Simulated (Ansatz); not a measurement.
# AsBH₅N: single points off equilibrium

The task here is to estimate one member of a computed series from the others.

Computed with Ansatz 0.2.0, Gaussian basis. Level: single points in def2-TZVPP.

Cores are frozen in the correlated methods. Filled d shells of the heavier atoms are correlated.

## The starting structure

SMILES `NB[AsH2]`, 8 atoms, charge 0, spin multiplicity 1.

Atoms are counted from 1 here; the program's logs count them from 0.

Bond lengths: N1–B2 1.406 Å, N1–H4 0.966 Å, N1–H5 0.981 Å, B2–As3 2.014 Å, B2–H6 1.249 Å, As3–H7 1.537 Å, As3–H8 1.512 Å. Angles: B2–N1–H4 123.6°, B2–N1–H5 124.2°, H4–N1–H5 112.1°, N1–B2–As3 120.8°, N1–B2–H6 113.7°, As3–B2–H6 125.5°, B2–As3–H7 89.7°, B2–As3–H8 96.5°, H7–As3–H8 91.2°.

Geometry (Å):

```xyz
8
charge 0, multiplicity 1
N    -1.10500    0.75520   -0.60450
B     0.09620    0.43210    0.05170
As    0.91840   -1.39610   -0.14360
H    -1.59940    0.13210   -1.15310
H    -1.56340    1.61840   -0.52240
H     0.57580    1.37560    0.71570
H     0.37880   -1.77920    1.24360
H     2.26660   -1.04160    0.44280
```

Set-up of the first run:

run/in.yaml

```yaml
crystal:
  periodic: [false, false, false]
  atoms:
    - {symbol: N, position_ang: [-1.105000, 0.755200, -0.604500]}
    - {symbol: B, position_ang: [0.096200, 0.432100, 0.051700]}
    - {symbol: As, position_ang: [0.918400, -1.396100, -0.143600]}
    - {symbol: H, position_ang: [-1.599400, 0.132100, -1.153100]}
    - {symbol: H, position_ang: [-1.563400, 1.618400, -0.522400]}
    - {symbol: H, position_ang: [0.575800, 1.375600, 0.715700]}
    - {symbol: H, position_ang: [0.378800, -1.779200, 1.243600]}
    - {symbol: H, position_ang: [2.266600, -1.041600, 0.442800]}
basis:
  gaussian: {orbitals: def2-TZVPP}
correlation: {method: ccsd_t}
output: {forces: true}
```

The command line of these runs was not kept.

Among the steps run: CCSD(T)/def2-TZVPP; PBE0-D4/def2-TZVPP; wB97M-V/def2-TZVPP; r2SCAN-D4/def2-TZVPP; PBE-D4/def2-TZVPP; B97M-V/def2-TZVPP; CAM-B3LYP-D4/def2-TZVPP.

One of the session's tables, all rows but one given; the rest of the session is left out.

| method | RMS force component (eV/Å) | angle to CCSD(T) forces (°) | dipole (D) |
| --- | --- | --- | --- |
| CCSD(T) | 0.835 | reference | 2.19 |
| PBE0-D4 | 0.862 | 6.8 | 2.17 |
| wB97M-V | ? | ? | ? |
| r2SCAN-D4 | 0.855 | 4.7 | 2.21 |
| PBE-D4 | 0.924 | 11.6 | 2.23 |
| B97M-V | 0.795 | 8.5 | 2.20 |
| CAM-B3LYP-D4 | 0.883 | 7.0 | 2.14 |

**Question.** Estimate the row for wB97M-V.

The run gave: RMS force component (eV/Å): 0.860; angle to CCSD(T) forces (°): 4.2; dipole (D): 2.17. In the column «RMS force component (eV/Å)» it lies between r2SCAN-D4 (0.855) and PBE0-D4 (0.862).
